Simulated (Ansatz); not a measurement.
# HfAl26As27: the cost of one run

Program: Ansatz 0.2.0. Level of theory: DFT, PBE, plane-wave PAW, default files, scalar-relativistic, as far as a step names no other. These are calculated values, not measurements.

### Step 1. The structure to begin with

The structure is cubic, space group F-43m (No. 216). The conventional cell has a = 16.982 Å, b = 16.982 Å, c = 16.982 Å, α = 90.00°, β = 90.00°, γ = 90.00°. Hf (site symmetry -43m) is surrounded by 4 As at 2.45 Å. Al (site symmetry m) has 4 As at 2.45 Å as nearest neighbours. Al (site symmetry 3m) has 4 As at 2.45 Å as nearest neighbours. Around Al (site symmetry 2mm) lie 4 As at 2.45 Å. As (site symmetry 3m) is surrounded by 1 Hf at 2.45 Å and 3 Al at 2.45 Å. As (site symmetry 2mm) is surrounded by 4 Al at 2.45 Å. As (site symmetry m) has 4 Al at 2.45 Å as nearest neighbours. Only part of the 10 independent sites is listed.

As a file:

```cif
data_structure
_symmetry_space_group_name_H-M 'P 1'
_symmetry_Int_Tables_number 1
_cell_length_a 12.0084
_cell_length_b 12.0084
_cell_length_c 12.0084
_cell_angle_alpha 60.000
_cell_angle_beta 60.000
_cell_angle_gamma 60.000
_cell_volume 1224.44
loop_
_atom_site_label
_atom_site_type_symbol
_atom_site_fract_x
_atom_site_fract_y
_atom_site_fract_z
_atom_site_occupancy
Hf1 Hf 0.00000 0.00000 0.00000 1
Al1 Al 0.00000 0.00000 0.33333 1
Al2 Al 0.00000 0.00000 0.66667 1
Al3 Al 0.00000 0.33333 0.00000 1
Al4 Al 0.00000 0.33333 0.33333 1
Al5 Al 0.00000 0.33333 0.66667 1
Al6 Al 0.00000 0.66667 0.00000 1
Al7 Al 0.00000 0.66667 0.33333 1
Al8 Al 0.00000 0.66667 0.66667 1
Al9 Al 0.33333 0.00000 0.00000 1
Al10 Al 0.33333 0.00000 0.33333 1
Al11 Al 0.33333 0.00000 0.66667 1
Al12 Al 0.33333 0.33333 0.00000 1
Al13 Al 0.33333 0.33333 0.33333 1
Al14 Al 0.33333 0.33333 0.66667 1
Al15 Al 0.33333 0.66667 0.00000 1
Al16 Al 0.33333 0.66667 0.33333 1
Al17 Al 0.33333 0.66667 0.66667 1
Al18 Al 0.66667 0.00000 0.00000 1
Al19 Al 0.66667 0.00000 0.33333 1
Al20 Al 0.66667 0.00000 0.66667 1
Al21 Al 0.66667 0.33333 0.00000 1
Al22 Al 0.66667 0.33333 0.33333 1
Al23 Al 0.66667 0.33333 0.66667 1
Al24 Al 0.66667 0.66667 0.00000 1
Al25 Al 0.66667 0.66667 0.33333 1
Al26 Al 0.66667 0.66667 0.66667 1
As1 As 0.08333 0.08333 0.08333 1
As2 As 0.08333 0.08333 0.41667 1
As3 As 0.08333 0.08333 0.75000 1
As4 As 0.08333 0.41667 0.08333 1
As5 As 0.08333 0.41667 0.41667 1
As6 As 0.08333 0.41667 0.75000 1
As7 As 0.08333 0.75000 0.08333 1
As8 As 0.08333 0.75000 0.41667 1
As9 As 0.08333 0.75000 0.75000 1
As10 As 0.41667 0.08333 0.08333 1
As11 As 0.41667 0.08333 0.41667 1
As12 As 0.41667 0.08333 0.75000 1
As13 As 0.41667 0.41667 0.08333 1
As14 As 0.41667 0.41667 0.41667 1
As15 As 0.41667 0.41667 0.75000 1
As16 As 0.41667 0.75000 0.08333 1
As17 As 0.41667 0.75000 0.41667 1
As18 As 0.41667 0.75000 0.75000 1
As19 As 0.75000 0.08333 0.08333 1
As20 As 0.75000 0.08333 0.41667 1
As21 As 0.75000 0.08333 0.75000 1
As22 As 0.75000 0.41667 0.08333 1
As23 As 0.75000 0.41667 0.41667 1
As24 As 0.75000 0.41667 0.75000 1
As25 As 0.75000 0.75000 0.08333 1
As26 As 0.75000 0.75000 0.41667 1
As27 As 0.75000 0.75000 0.75000 1
```

Atom 1 of the input is the impurity.

### Step 2. First run, atoms as given

input.yaml reads:

```yaml
crystal:
  lattice:
    - [0.0, 8.4912, 8.4912]
    - [8.4912, 0.0, 8.4912]
    - [8.4912, 8.4912, 0.0]
  atoms:
    - { symbol: Hf, position: [0.0, 0.0, 0.0] }
    - { symbol: Al, position: [0.0, 0.0, 0.3333333333] }
    - { symbol: Al, position: [0.0, 0.0, 0.6666666667] }
    - { symbol: Al, position: [0.0, 0.3333333333, 0.0] }
    - { symbol: Al, position: [0.0, 0.3333333333, 0.3333333333] }
    - { symbol: Al, position: [0.0, 0.3333333333, 0.6666666667] }
    - { symbol: Al, position: [0.0, 0.6666666667, 0.0] }
    - { symbol: Al, position: [0.0, 0.6666666667, 0.3333333333] }
    - { symbol: Al, position: [0.0, 0.6666666667, 0.6666666667] }
    - { symbol: Al, position: [0.3333333333, 0.0, 0.0] }
    - { symbol: Al, position: [0.3333333333, 0.0, 0.3333333333] }
    - { symbol: Al, position: [0.3333333333, 0.0, 0.6666666667] }
    - { symbol: Al, position: [0.3333333333, 0.3333333333, 0.0] }
    - { symbol: Al, position: [0.3333333333, 0.3333333333, 0.3333333333] }
    - { symbol: Al, position: [0.3333333333, 0.3333333333, 0.6666666667] }
    - { symbol: Al, position: [0.3333333333, 0.6666666667, 0.0] }
    - { symbol: Al, position: [0.3333333333, 0.6666666667, 0.3333333333] }
    - { symbol: Al, position: [0.3333333333, 0.6666666667, 0.6666666667] }
    - { symbol: Al, position: [0.6666666667, 0.0, 0.0] }
    - { symbol: Al, position: [0.6666666667, 0.0, 0.3333333333] }
    - { symbol: Al, position: [0.6666666667, 0.0, 0.6666666667] }
    - { symbol: Al, position: [0.6666666667, 0.3333333333, 0.0] }
    - { symbol: Al, position: [0.6666666667, 0.3333333333, 0.3333333333] }
    - { symbol: Al, position: [0.6666666667, 0.3333333333, 0.6666666667] }
    - { symbol: Al, position: [0.6666666667, 0.6666666667, 0.0] }
    - { symbol: Al, position: [0.6666666667, 0.6666666667, 0.3333333333] }
    - { symbol: Al, position: [0.6666666667, 0.6666666667, 0.6666666667] }
    - { symbol: As, position: [0.0833333333, 0.0833333333, 0.0833333333] }
    - { symbol: As, position: [0.0833333333, 0.0833333333, 0.4166666667] }
    - { symbol: As, position: [0.0833333333, 0.0833333333, 0.75] }
    - { symbol: As, position: [0.0833333333, 0.4166666667, 0.0833333333] }
    - { symbol: As, position: [0.0833333333, 0.4166666667, 0.4166666667] }
    - { symbol: As, position: [0.0833333333, 0.4166666667, 0.75] }
    - { symbol: As, position: [0.0833333333, 0.75, 0.0833333333] }
    - { symbol: As, position: [0.0833333333, 0.75, 0.4166666667] }
    - { symbol: As, position: [0.0833333333, 0.75, 0.75] }
    - { symbol: As, position: [0.4166666667, 0.0833333333, 0.0833333333] }
    - { symbol: As, position: [0.4166666667, 0.0833333333, 0.4166666667] }
    - { symbol: As, position: [0.4166666667, 0.0833333333, 0.75] }
    - { symbol: As, position: [0.4166666667, 0.4166666667, 0.0833333333] }
    - { symbol: As, position: [0.4166666667, 0.4166666667, 0.4166666667] }
    - { symbol: As, position: [0.4166666667, 0.4166666667, 0.75] }
    - { symbol: As, position: [0.4166666667, 0.75, 0.0833333333] }
    - { symbol: As, position: [0.4166666667, 0.75, 0.4166666667] }
    - { symbol: As, position: [0.4166666667, 0.75, 0.75] }
    - { symbol: As, position: [0.75, 0.0833333333, 0.0833333333] }
    - { symbol: As, position: [0.75, 0.0833333333, 0.4166666667] }
    - { symbol: As, position: [0.75, 0.0833333333, 0.75] }
    - { symbol: As, position: [0.75, 0.4166666667, 0.0833333333] }
    - { symbol: As, position: [0.75, 0.4166666667, 0.4166666667] }
    - { symbol: As, position: [0.75, 0.4166666667, 0.75] }
    - { symbol: As, position: [0.75, 0.75, 0.0833333333] }
    - { symbol: As, position: [0.75, 0.75, 0.4166666667] }
    - { symbol: As, position: [0.75, 0.75, 0.75] }
total_charge: 1
kpoints:
  mp_grid: { grid: [2, 2, 2] }
scf:
  occupations: { method: fermi_dirac, width: 0.01 }
hamiltonian:
  xc: pbe
  pseudopotentials: { kind: paw }
output:
  forces: true
  stress: true
  populations: true
  efg:
    quadrupole_moments_barn: { Hf: 3.365, Al: 0.1466, As: 0.311 }
    contact_densities: true
```

Started as:

```
> ansatz run input.yaml --threads 4 --pin off --max-ram 8192MiB --backend cpu --events-out ev --progress --plain --runs-dir out
```

Q: Estimate wall time and peak memory on 4 threads of Arm Neoverse V2, shared host.

About 38 s, with a peak of 5.1 GiB.
